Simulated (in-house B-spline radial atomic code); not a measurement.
# Nd⁸⁺: ionisation energy by several methods

Aim: the ionisation energy of Nd⁸⁺ by several methods, each as the difference of two self-consistent energies (Nd⁸⁺ and the next ion, [Kr] 4d10 4f2 5s2 5p1).

Method: scalar-relativistic (X2C), several functionals, spin-polarised; spherical all-electron atom at the radial basis limit. Code: in-house B-spline radial atomic code version 1.

## Step 1: Starting point

- element: neodymium (Z = 60)
- charge: +8
- electrons: 52
- configuration: [Kr] 4d10 4f2 5s2 5p2
- nucleus: Fermi, rms radius 4.912 fm

Outer shells as boxes (Hund's rule):

[Kr] 4d10 4f2 5s2 5p2
```
[Kr] core
4d [↑↓][↑↓][↑↓][↑↓][↑↓]
4f [↑ ][↑ ][  ][  ][  ][  ][  ]
5s [↑↓]
5p [↑ ][↑ ][  ]
```

Where spins are not typed, each open shell is filled with up spins first.

## Step 2: OLYP

Input settings:

```ini
Z = 60
electrons = 52.0
configuration = [Kr] 4d10 4f2 5s2 5p2
hamiltonian = x2c
method = optx,lyp
spin_polarised = True
nucleus = fermi
rms_radius = 4.9123
mass_number = 142
atomic_mass = 141.907728824
speed_of_light = 137.035999084
```

## Step 3: r2SCAN

The settings differ from step 2 so:

```diff
@@ -4,3 +4,3 @@
 hamiltonian = x2c
-method = optx,lyp
+method = r2scan
 spin_polarised = True
```

## Step 4: M06-L

The settings differ from step 3 so:

```diff
@@ -4,3 +4,3 @@
 hamiltonian = x2c
-method = r2scan
+method = m06l
 spin_polarised = True
```

## Step 5: AM05

The settings differ from step 4 so:

```diff
@@ -4,3 +4,3 @@
 hamiltonian = x2c
-method = m06l
+method = am05
 spin_polarised = True
```

## Step 6: RPBE

The settings differ from step 5 so:

```diff
@@ -4,3 +4,3 @@
 hamiltonian = x2c
-method = am05
+method = rpbe,pbe
 spin_polarised = True
```

## Step 7: BP86

The settings differ from step 6 so:

```diff
@@ -4,3 +4,3 @@
 hamiltonian = x2c
-method = rpbe,pbe
+method = b88,p86
 spin_polarised = True
```

The tabulated ionisation energy is 136 ± 7 eV (tabulated theoretical; NIST Atomic Spectra Database). What does each method give, and which comes nearest?

The runs gave:

| method | rung | total energy (hartree) | ΔSCF (eV) | −ε highest (eV) | ΔSCF less tabulated (eV) |
| --- | --- | --- | --- | --- | --- |
| OLYP | GGA | -9610.2301 | 129.29 | 117.79 (4f up) | -6.71 |
| AM05 | GGA | -9599.7882 | 129.18 | 117.19 (4f up) | -6.82 |
| RPBE | GGA | -9607.2364 | 128.97 | 117.00 (4f up) | -7.03 |
| BP86 | GGA | -9608.2217 | 129.22 | 117.15 (4f up) | -6.78 |
| r2SCAN | meta-GGA | -9607.0746 | 129.42 | 116.68 (4f up) | -6.58 |
| M06-L | meta-GGA | -9606.9369 | 128.65 | 116.55 (4f up) | -7.35 |

What this shows: The tabulated ionisation energy is 136 ± 7 eV (tabulated theoretical; NIST Atomic Spectra Database). r2SCAN comes nearest (-6.58 eV) and M06-L is farthest (-7.35 eV, 5.4 %). The table's own uncertainty exceeds the spread between the methods, so their order is not settled. All methods miss on the same side by much the same amount, which points to something that they share. Relativistic terms that these runs lack can be as large as the gaps between close methods, so the nearest may be so by luck. Spin-orbit coupling is left out. Open shells are averaged (over orientations, and over spins where the run is restricted), while tables refer to the lowest levels. ΔSCF removes a 5p electron, which is never the highest level here, so the two columns refer to different electrons.

Members of this set that are not shown: 12 used exact exchange with fractional occupations of an open shell, which is unsound here.
